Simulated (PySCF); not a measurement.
# F3In (InF3): the cost of one run

Programs: PySCF 2.14.0, with routines of our own; each step states its level. All values are computed. Atoms count from 0.

### Step 1. The system as given

4 atoms, charge 0, multiplicity 1; geometry from: GFN2-xTB.

### Step 2. Geometry optimisation at PBE0-D3(BJ)/def2-SVP

Job settings and geometry (Å):

```
{"job": {"xc": "PBE0", "basis": "def2-SVP", "d3": "d3bj", "grid": 1, "maxiter": 30, "shake": 0.03, "kind": "geom"}, "charge": 0, "multiplicity": 1}
In     0.059690    -0.078140     0.010960
F      1.945540    -0.039920     0.007310
F     -1.015010     1.708610    -0.043280
F     -0.906930    -1.680990    -0.005460
```

Launch:

```sh
$ OMP_NUM_THREADS=1 python heavy_run.py task.json out
```

One launch serves the whole session: the jobs run in the order shown.

**Question.** How long does this first job take on 1 thread of Arm Neoverse V1, shared host, and how much memory does it need?

About 39 s, with a peak of 0.27 GiB.
